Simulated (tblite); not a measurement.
# C6H7AsBN: the cost of one run

Programs: tblite 0.8.0 and PySCF 2.14.0, with density-fitted response routines of our own. Each step states its level of theory. These are calculated values for one molecule in the gas phase, unless marked as measured. Atoms count from 0, in the outputs and in this text.

### 1 The starting structure

16 atoms, charge 0, multiplicity 1; geometry from: force field or distance geometry start.

Bonds of the start (Å): C0–C1 1.35, C1–C2 1.50, C2–C3 1.46, C3–C4 1.21, C4–B5 1.53, B5–As6 2.04, B5–C7 1.54, C7–N8 1.15, C0–H9 1.08, C0–H10 1.09, C1–H11 1.08, C2–H12 1.11, C2–H13 1.11, As6–H14 1.56, As6–H15 1.58.

### 2 Optimising the geometry with GFN2-xTB

The job: settings as JSON, then the geometry in Å.

```
{"job": {"kind": "relax", "xc": "GFN2-xTB", "basis": "xTB"}, "charge": 0, "multiplicity": 1}
C     -2.319000    -1.475500     0.249100
C     -2.382800    -0.381800    -0.537300
C     -1.768000     0.917500    -0.094700
C     -0.315000     0.832700    -0.062600
C      0.886300     0.740300    -0.009000
B      2.410400     0.626600     0.030000
As     3.292400    -1.189900     0.303800
C      3.290800     1.885300    -0.121800
N      3.945600     2.823100    -0.244600
H     -1.838700    -1.445500     1.221500
H     -2.785900    -2.401700    -0.083700
H     -2.895200    -0.445600    -1.481200
H     -2.064800     1.713600    -0.813700
H     -2.157700     1.206600     0.901100
H      2.371300    -1.853100    -0.766200
H      2.322600    -1.543900     1.498000
```

Run with:

```bash
OMP_NUM_THREADS=1 python probes_run.py task.json out
```

This one command runs all jobs of the session in turn.

**Question.** How long does this first job take on 1 thread of Arm Neoverse N1, shared host, and how much memory does it need?

About 2 s, with a peak of 0.18 GiB.
